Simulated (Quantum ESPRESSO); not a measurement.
# V: single point with PBE

Crystal: V.

```xyz
1
Lattice="-1.4909 1.4984 1.4909 1.5059 -1.4984 1.5059 1.4909 1.4984 -1.4909" Properties=species:S:1:pos:R:3 pbc="T T T"
V     0.0000    0.0000    0.0000
```

The cell was built by a generator and needn't be a form met in nature.

| Quantity | Value |
| --- | --- |
| Program | Quantum ESPRESSO 7.5 |
| Task | single point |
| Functional | PBE |
| Potentials or basis | GBRV 1.5 PBE |
| Cutoff | 762 eV |
| Density cutoff | 6123 eV |
| k mesh | 32 × 32 × 32 |
| Occupations | methfessel-paxton, width 0.2 eV |
| Spin | no spin polarisation |

```json
{"Pressure": "-0.2 GPa", "Band gap on the k mesh": "none (metal or under the smearing width)"}
```

Stress tensor (GPa, compression positive):
```
-0.24  0.00 -0.23
 0.00 -0.23  0.00
-0.23  0.00 -0.24
```

Levels at points of the mesh, in eV from the Fermi level:
| k point | band 4 | band 5 | band 6 | band 7 | band 8 | band 9 | band 10 | band 11 |
| --- | --- | --- | --- | --- | --- | --- | --- | --- |
| (0.00, 0.00, 0.00) | -37.00 | -6.60 | 0.36 | 0.41 | 0.47 | 2.43 | 2.43 | 20.45 |
| (0.00, 0.00, -0.50) | -37.02 | -3.18 | -1.13 | 1.64 | 2.43 | 2.79 | 4.13 | 10.17 |
| (0.00, -0.50, 0.00) | -37.01 | -3.18 | -1.15 | 1.55 | 2.46 | 2.83 | 4.10 | 10.08 |
| (-0.50, 0.00, -0.50) | -37.03 | -3.18 | -1.11 | 1.72 | 2.40 | 2.75 | 4.16 | 10.26 |
| (-0.50, -0.50, -0.50) | -37.62 | -3.00 | -3.00 | 3.68 | 3.73 | 3.79 | 10.18 | 10.21 |

It took 3 min on 4 MPI ranks on Intel(R) Xeon(R) Platinum 8375C CPU @ 2.90GHz (Ice Lake), on a shared host, peak memory 0.8 GiB a rank.
